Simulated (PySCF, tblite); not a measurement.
# aluminum fluoride (AlF3): dynamics, then NMR shifts and electronic excitations on frames, part 2 of 2

tblite 0.8.0 and PySCF 2.14.0. Atoms count from 0.

## 8. Excited states and response: 625 fs, PBE0/def2-SVPD

Job settings and geometry (Å):

```
{"job": {"kind": "uv", "xc": "PBE0", "basis": "def2-SVPD", "nstates": 5, "ntriplets": 0}, "charge": 0, "multiplicity": 1}
F     -0.876200    -1.830400     0.696100
Al    -0.490800    -0.354700     0.343400
F      0.489800    -0.105200    -0.996900
F     -1.130800     0.969200     1.072200
```

Level: TDDFT PBE0/def2-SVPD, vertical, gas phase, core orbitals frozen in the response.

The log of the run:

```text
coarse grid: 4888 points
cycle   1  E = -541.2808316576  dE =  1.329e-01  |g| = 8.819e-01  |ddm| = 2.158e+00
cycle   2  E = -541.0893978627  dE =  1.914e-01  |g| = 1.420e+00  |ddm| = 1.451e+00
cycle   3  E = -541.4154888232  dE = -3.261e-01  |g| = 3.313e-02  |ddm| = 8.426e-01
cycle   4  E = -541.4155349577  dE = -4.613e-05  |g| = 2.907e-02  |ddm| = 3.619e-02
cycle   5  E = -541.4156684927  dE = -1.335e-04  |g| = 3.662e-03  |ddm| = 1.753e-02
cycle   6  E = -541.4156705599  dE = -2.067e-06  |g| = 5.342e-04  |ddm| = 2.460e-03
final grid: 46704 points
cycle   7  E = -541.4868294580  dE = -1.683e-05  |g| = 2.745e-03  |ddm| = 1.262e-02
cycle   8  E = -541.4868282952  dE =  1.163e-06  |g| = 3.923e-03  |ddm| = 3.448e-03
cycle   9  E = -541.4868306975  dE = -2.402e-06  |g| = 1.074e-04  |ddm| = 2.159e-03
cycle  10  E = -541.4868306993  dE = -1.784e-09  |g| = 3.995e-05  |ddm| = 8.288e-05
cycle  11  E = -541.4868306995  dE = -1.507e-10  |g| = 2.766e-05  |ddm| = 4.246e-05
converged SCF energy = -541.4868306995

Static polarisability (au): isotropic 20.154, principal 18.700 20.623 21.140

Singlet excitations
state   eV       nm        f      main configurations
  1   8.3381    148.7   0.00586   H->L 0.98
  2   8.6366    143.6   0.00744   H-1->L 0.98
  3   9.0527    137.0   0.02807   H-2->L 0.63, H-3->L 0.34
  4   9.1191    136.0   0.04538   H-3->L 0.62, H-2->L 0.34
  5   9.4608    131.1   0.08073   H-4->L 0.92
```

It took 1.8 s on 1 thread of Intel Xeon 6975P-C, shared host; peak memory 0.39 GiB.

In short: HOMO -11.76 eV, LUMO -1.77 eV; lowest singlet 8.34 eV.

## 9. Shielding tensors: 800 fs, PBE0/pcSseg-1

Job settings and geometry (Å):

```
{"job": {"kind": "nmr", "xc": "PBE0", "basis": "pcSseg-1", "pop": false}, "charge": 0, "multiplicity": 1}
F     -0.819900    -1.844600     0.723400
Al    -0.172700    -0.473200     0.303100
F      1.082800    -0.447100    -0.689700
F     -0.805100     0.922900     0.890900
```

Method: GIAO PBE0/pcSseg-1 NMR shielding, non-relativistic, gas phase.

The log of the run:

```text
coarse grid: 4888 points
cycle   1  E = -541.5563211543  dE =  2.107e-01  |g| = 9.659e-01  |ddm| = 1.969e+00
cycle   2  E = -541.3911397062  dE =  1.652e-01  |g| = 1.469e+00  |ddm| = 1.175e+00
cycle   3  E = -541.7015041421  dE = -3.104e-01  |g| = 2.039e-02  |ddm| = 6.996e-01
cycle   4  E = -541.7014968304  dE =  7.312e-06  |g| = 2.160e-02  |ddm| = 1.794e-02
cycle   5  E = -541.7015602289  dE = -6.340e-05  |g| = 3.299e-03  |ddm| = 9.884e-03
cycle   6  E = -541.7015616638  dE = -1.435e-06  |g| = 3.667e-04  |ddm| = 1.384e-03
final grid: 46704 points
cycle   7  E = -541.7443799165  dE = -3.125e-05  |g| = 2.801e-03  |ddm| = 8.606e-03
cycle   8  E = -541.7443791601  dE =  7.564e-07  |g| = 3.825e-03  |ddm| = 2.986e-03
cycle   9  E = -541.7443811227  dE = -1.963e-06  |g| = 1.532e-04  |ddm| = 1.638e-03
cycle  10  E = -541.7443811248  dE = -2.130e-09  |g| = 7.905e-05  |ddm| = 9.255e-05
cycle  11  E = -541.7443811254  dE = -6.064e-10  |g| = 4.128e-05  |ddm| = 4.553e-05
cycle  12  E = -541.7443811256  dE = -2.319e-10  |g| = 3.526e-06  |ddm| = 1.905e-05
converged SCF energy = -541.7443811256

GIAO shielding tensors (ppm)
atom      isotropic    diamagn.    paramagn.     s11        s22        s33       span
  0 F      382.400     467.844     -85.444    333.907    351.872    461.420    127.513
  1 Al     498.506     793.131    -294.624    417.056    532.124    546.339    129.283
  2 F      383.028     468.112     -85.084    334.808    351.366    462.909    128.101
  3 F      382.908     468.202     -85.294    334.898    350.377    463.450    128.552
```

It took 1.4 s on 1 thread of Intel Xeon 6975P-C, shared host; peak memory 0.39 GiB.

This run: δ F0 -211.5, F3 -212.0, F2 -212.1, Al1 -8.5 ppm.

## 10. Excited states and response: 800 fs, PBE0/def2-SVPD

Job settings and geometry (Å):

```
{"job": {"kind": "uv", "xc": "PBE0", "basis": "def2-SVPD", "nstates": 5, "ntriplets": 0}, "charge": 0, "multiplicity": 1}
F     -0.819900    -1.844600     0.723400
Al    -0.172700    -0.473200     0.303100
F      1.082800    -0.447100    -0.689700
F     -0.805100     0.922900     0.890900
```

Method: TDDFT PBE0/def2-SVPD, vertical, gas phase, core orbitals frozen in the response.

The log of the run:

```text
coarse grid: 4888 points
cycle   1  E = -541.2819157042  dE =  1.758e-01  |g| = 8.791e-01  |ddm| = 2.166e+00
cycle   2  E = -541.1063853859  dE =  1.755e-01  |g| = 1.385e+00  |ddm| = 1.418e+00
cycle   3  E = -541.4140836653  dE = -3.077e-01  |g| = 2.354e-02  |ddm| = 8.145e-01
cycle   4  E = -541.4141148919  dE = -3.123e-05  |g| = 1.959e-02  |ddm| = 2.665e-02
cycle   5  E = -541.4141733664  dE = -5.847e-05  |g| = 4.414e-03  |ddm| = 1.285e-02
cycle   6  E = -541.4141764501  dE = -3.084e-06  |g| = 3.698e-04  |ddm| = 2.722e-03
final grid: 46704 points
cycle   7  E = -541.4870848146  dE = -1.687e-05  |g| = 3.490e-03  |ddm| = 1.242e-02
cycle   8  E = -541.4870829368  dE =  1.878e-06  |g| = 4.982e-03  |ddm| = 4.380e-03
cycle   9  E = -541.4870868015  dE = -3.865e-06  |g| = 1.325e-04  |ddm| = 2.717e-03
cycle  10  E = -541.4870868037  dE = -2.206e-09  |g| = 7.196e-05  |ddm| = 1.079e-04
cycle  11  E = -541.4870868043  dE = -6.360e-10  |g| = 3.683e-05  |ddm| = 5.901e-05
cycle  12  E = -541.4870868045  dE = -2.144e-10  |g| = 1.419e-06  |ddm| = 2.318e-05
converged SCF energy = -541.4870868045

Static polarisability (au): isotropic 19.674, principal 18.381 20.079 20.561

Singlet excitations
state   eV       nm        f      main configurations
  1   8.7080    142.4   0.00225   H->L 0.98
  2   9.0698    136.7   0.00583   H-1->L 0.98
  3   9.3359    132.8   0.00289   H-2->L 0.98
  4   9.4596    131.1   0.06265   H-3->L 0.97
  5   9.6614    128.3   0.08272   H-4->L 0.95
```

Run time: 1.9 s. Hardware: 1 thread of Intel Xeon 6975P-C, shared host; peak memory 0.39 GiB.

This run: HOMO -11.92 eV, LUMO -1.56 eV; lowest singlet 8.71 eV.

## 11. Shielding tensors: 1000 fs, PBE0/pcSseg-1

Job settings and geometry (Å):

```
{"job": {"kind": "nmr", "xc": "PBE0", "basis": "pcSseg-1", "pop": false}, "charge": 0, "multiplicity": 1}
F     -1.288800    -1.714300     1.101600
Al    -0.331500    -0.624100     0.297900
F      0.820000    -1.350800    -0.647000
F     -0.708000     0.923000     0.573700
```

Level: GIAO PBE0/pcSseg-1 NMR shielding, non-relativistic, gas phase.

The log of the run:

```text
coarse grid: 4888 points
cycle   1  E = -541.5523616602  dE =  1.363e-01  |g| = 9.719e-01  |ddm| = 1.959e+00
cycle   2  E = -541.3606240984  dE =  1.917e-01  |g| = 1.529e+00  |ddm| = 1.257e+00
cycle   3  E = -541.7028923803  dE = -3.423e-01  |g| = 1.825e-02  |ddm| = 7.562e-01
cycle   4  E = -541.7028986685  dE = -6.288e-06  |g| = 1.675e-02  |ddm| = 1.528e-02
cycle   5  E = -541.7029344452  dE = -3.578e-05  |g| = 4.731e-03  |ddm| = 8.499e-03
cycle   6  E = -541.7029374953  dE = -3.050e-06  |g| = 4.537e-04  |ddm| = 2.023e-03
final grid: 46704 points
cycle   7  E = -541.7445188720  dE = -2.863e-05  |g| = 2.029e-03  |ddm| = 7.739e-03
cycle   8  E = -541.7445186099  dE =  2.621e-07  |g| = 2.555e-03  |ddm| = 2.016e-03
cycle   9  E = -541.7445194836  dE = -8.737e-07  |g| = 2.397e-04  |ddm| = 1.163e-03
cycle  10  E = -541.7445194905  dE = -6.904e-09  |g| = 6.836e-05  |ddm| = 1.201e-04
cycle  11  E = -541.7445194909  dE = -4.319e-10  |g| = 3.526e-05  |ddm| = 3.831e-05
cycle  12  E = -541.7445194911  dE = -1.706e-10  |g| = 4.825e-06  |ddm| = 1.772e-05
converged SCF energy = -541.7445194911

GIAO shielding tensors (ppm)
atom      isotropic    diamagn.    paramagn.     s11        s22        s33       span
  0 F      375.816     467.882     -92.066    326.555    345.675    455.219    128.664
  1 Al     505.846     791.501    -285.655    426.853    519.525    571.159    144.306
  2 F      377.107     468.118     -91.011    328.201    339.639    463.480    135.279
  3 F      378.465     468.075     -89.610    329.521    342.565    463.308    133.787
```

It took 1.4 s on 1 thread of Intel Xeon 6975P-C, shared host; peak memory 0.39 GiB.

This run: δ F0 -204.9, F2 -206.2, F3 -207.5, Al1 -15.9 ppm.

## 12. Ultraviolet spectrum: 1000 fs, PBE0/def2-SVPD

Job settings and geometry (Å):

```
{"job": {"kind": "uv", "xc": "PBE0", "basis": "def2-SVPD", "nstates": 5, "ntriplets": 0}, "charge": 0, "multiplicity": 1}
F     -1.288800    -1.714300     1.101600
Al    -0.331500    -0.624100     0.297900
F      0.820000    -1.350800    -0.647000
F     -0.708000     0.923000     0.573700
```

With the program's defaults for keys left out, this is: TDDFT PBE0/def2-SVPD, vertical, gas phase, core orbitals frozen in the response.

The log of the run:

```text
coarse grid: 4888 points
cycle   1  E = -541.2805677370  dE =  9.915e-02  |g| = 8.835e-01  |ddm| = 2.155e+00
cycle   2  E = -541.0786392919  dE =  2.019e-01  |g| = 1.443e+00  |ddm| = 1.480e+00
cycle   3  E = -541.4172277506  dE = -3.386e-01  |g| = 2.164e-02  |ddm| = 8.628e-01
cycle   4  E = -541.4172716643  dE = -4.391e-05  |g| = 1.480e-02  |ddm| = 2.479e-02
cycle   5  E = -541.4173016652  dE = -3.000e-05  |g| = 5.747e-03  |ddm| = 1.103e-02
cycle   6  E = -541.4173069380  dE = -5.273e-06  |g| = 4.152e-04  |ddm| = 3.350e-03
final grid: 46704 points
cycle   7  E = -541.4892367563  dE = -1.600e-05  |g| = 2.558e-03  |ddm| = 1.261e-02
cycle   8  E = -541.4892357619  dE =  9.944e-07  |g| = 3.634e-03  |ddm| = 3.159e-03
cycle   9  E = -541.4892378316  dE = -2.070e-06  |g| = 1.462e-04  |ddm| = 2.024e-03
cycle  10  E = -541.4892378349  dE = -3.337e-09  |g| = 4.671e-05  |ddm| = 1.056e-04
cycle  11  E = -541.4892378351  dE = -2.037e-10  |g| = 3.310e-05  |ddm| = 4.806e-05
cycle  12  E = -541.4892378353  dE = -1.805e-10  |g| = 1.787e-06  |ddm| = 1.971e-05
converged SCF energy = -541.4892378353

Static polarisability (au): isotropic 20.482, principal 18.876 20.722 21.848

Singlet excitations
state   eV       nm        f      main configurations
  1   8.2039    151.1   0.00400   H->L 0.98
  2   8.5462    145.1   0.00244   H-1->L 0.97
  3   8.9292    138.9   0.00942   H-3->L 0.96
  4   9.0201    137.5   0.06469   H-2->L 0.96
  5   9.2371    134.2   0.06445   H-4->L 0.94
```

Wall time 1.9 s (1 thread of Intel Xeon 6975P-C, shared host); peak memory 0.39 GiB.

Key values: HOMO -11.69 eV, LUMO -1.85 eV; lowest singlet 8.20 eV.

## 13. Run by run: NMR shifts

Shifts (ppm), with basis size and wall time:

```csv
frame,F2,F3,F0,Al1,functions,time
250 fs,-203.1,-205.0,-205.1,-17.5,75,1.6 s
425 fs,-206.4,-206.0,-205.7,-18.2,75,1.3 s
625 fs,-208.0,-209.5,-209.5,-12.4,75,1.4 s
800 fs,-212.1,-212.0,-211.5,-8.5,75,1.4 s
1000 fs,-206.2,-207.5,-204.9,-15.9,75,1.4 s
```

## 14. Run by run: electronic excitations

Excitations and ground-state properties, with basis size and wall time:

| frame | lowest singlet (eV) | brightest (eV) | f | gap (eV) | α (Å³) | μ (D) | functions | time |
| --- | --- | --- | --- | --- | --- | --- | --- | --- |
| 250 fs | 7.89 | 8.84 | 0.067 | 9.58 | 3.07 | 1.30 | 93 | 1.9 s |
| 425 fs | 8.28 | 9.14 | 0.071 | 9.97 | 3.07 | 0.38 | 93 | 2 s |
| 625 fs | 8.34 | 9.46 | 0.081 | 9.99 | 2.99 | 0.83 | 93 | 1.8 s |
| 800 fs | 8.71 | 9.66 | 0.083 | 10.36 | 2.92 | 0.21 | 93 | 1.9 s |
| 1000 fs | 8.20 | 9.02 | 0.065 | 9.84 | 3.04 | 1.00 | 93 | 1.9 s |

## 15. Summary of results

The summary covers parts 1 to 2.

| quantity | value |
| --- | --- |
| thermostat | 400 K |
| mean temperature, second half | 363 K |
| mean potential energy above the minimum | 0.11 eV |
| ¹⁹F shifts against CFCl3 (PBE0/pcSseg-1, 250 fs) | -203.1, -205.0, -205.1 ppm |
| ²⁷Al shifts against AlH4- (PBE0/pcSseg-1, 250 fs) | -17.5 ppm |
| lowest singlet (PBE0/def2-SVPD, 250 fs) | 7.89 eV (157 nm), f = 0.004 |
| brightest single state of those computed | state 5, 8.84 eV, f = 0.067 |
| range of the shift of Al1 | -18.2 to -8.5 ppm |
| range of the lowest singlet | 7.89 to 8.71 eV |

In words: In the second half the potential energy averages 0.11 eV above the minimum; equipartition over 6 harmonic modes at 400 K would give 0.10 eV. With 4 atoms the temperature swings widely (105 to 622 K). Shifts at one fixed geometry are not the observed spectrum, which averages over the motion. In the first frame run (250 fs): The first singlet state (HOMO→LUMO 0.99) lies at 7.89 eV and is weak; of the 5 states computed, the strongest absorption comes from state 5 at 8.84 eV (the last computed, so partners may be missing). In ppm, Al1 moves most: its shift spreads over 9.6 ppm, from -18.2 (425 fs) to -8.5 (800 fs). The lowest singlet runs from 7.89 eV (250 fs) to 8.71 eV (800 fs), while the orbital gap spans 9.58 to 10.36 eV. The lowest state need not be the same one in every run.
